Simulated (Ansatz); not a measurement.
# The Ir atom: HSE06 and PBE0 beside PBE

Aim: see what exact exchange does to the levels and moments, and what it costs. PBE is run first for comparison.

Computed with Ansatz 0.2.0 (DFT, plane waves (420 eV) with PBE-made PAW files, scalar-relativistic; functionals as named at each step, unless a step says otherwise).

## Step 1: The system in its box

A box of 14.0 × 14.4 × 14.8 Å, with unequal sides, keeps the periodic images far apart.

Coordinates:

```xyz
1
Lattice="14.0000 0.0000 0.0000 0.0000 14.4000 0.0000 0.0000 0.0000 14.8000" Properties=species:S:1:pos:R:3 pbc="T T T"
Ir    7.0000    7.2000    7.4000
```

## Step 2: PBE

The run with PBE.

Input file input.yaml:

```yaml
crystal:
  lattice:
    - [14.0, 0.0, 0.0]
    - [0.0, 14.4, 0.0]
    - [0.0, 0.0, 14.8]
  atoms:
    - { symbol: Ir, position: [0.5, 0.5, 0.5], spin: 3.0 }
  symmetry: { detect: false, time_reversal: true }
hamiltonian:
  xc: pbe
  pseudopotentials:
    kind: paw
    azcp:
      Ir: "pseudopotentials/Ir.paw.azcp"
basis:
  ecutwfc: 420
  fft_grid_basis: typed
kpoints:
  mp_grid: { grid: [1, 1, 1], shift: [0, 0, 0] }
magnetization:
  spin_polarized: true
scf:
  occupations: { method: fermi_dirac, width: 0.01 }
output:
  write_density: true
  write_potential: true
  elf: true
  volumetric_format: npy
```

Command:

```
$ ansatz run input.yaml --threads 4 --pin off --max-ram 10240MiB --backend cpu --events-out ev --progress --plain --runs-dir out
```

## Step 3: HSE06

The run with HSE06.

input.yaml, as its differences from that of step 2:

```diff
@@ -9,3 +9,3 @@
 hamiltonian:
-  xc: pbe
+  xc: hse06
   pseudopotentials:
```

## Step 4: PBE0

The run with PBE0.

input.yaml, as its differences from that of step 3:

```diff
@@ -9,3 +9,3 @@
 hamiltonian:
-  xc: hse06
+  xc: pbe0
   pseudopotentials:
@@ -23,6 +23 @@
   occupations: { method: fermi_dirac, width: 0.01 }
-output:
-  write_density: true
-  write_potential: true
-  elf: true
-  volumetric_format: npy
```

(Steps that only read results are left out.)

**Question.** What will these runs give? Wanted: PBE: gap; PBE: magnetic state; HSE06: gap; HSE06: magnetic state; PBE0: gap; PBE0: magnetic state; HSE06: above the element's usual form.

As calculated:

| quantity | value |
| --- | --- |
| PBE: gap | 0.18 eV |
| PBE: magnetic state | total moment 3.00 μB |
| HSE06: gap | 1.74 eV |
| HSE06: magnetic state | total moment 3.00 μB |
| HSE06: SCF cycles, exchange loops | 66, 3 |
| HSE06: CPU time over that of PBE | 0.4 |
| PBE0: gap | 2.53 eV |
| PBE0: magnetic state | total moment 3.00 μB |
| PBE0: SCF cycles, exchange loops | 70, 4 |
| PBE0: CPU time over that of PBE | 0.42 |
| HSE06: above the element's usual form (fcc) | 6.47 eV/atom |

**Reading.** The gap goes from 0.18 eV under PBE to 1.74 eV under HSE06. HSE06 took less CPU time than PBE here, which is no rule: the PBE run spent more cycles, searches or output. PBE0 gives a gap of 2.53 eV. HSE06 needed 3 outer loops of the exchange operator. The atom lies 6.47 eV above the element's usual form under HSE06 (from a run of its own). Absolute energies differ from functional to functional, by eV per atom at times, and say nothing by themselves.
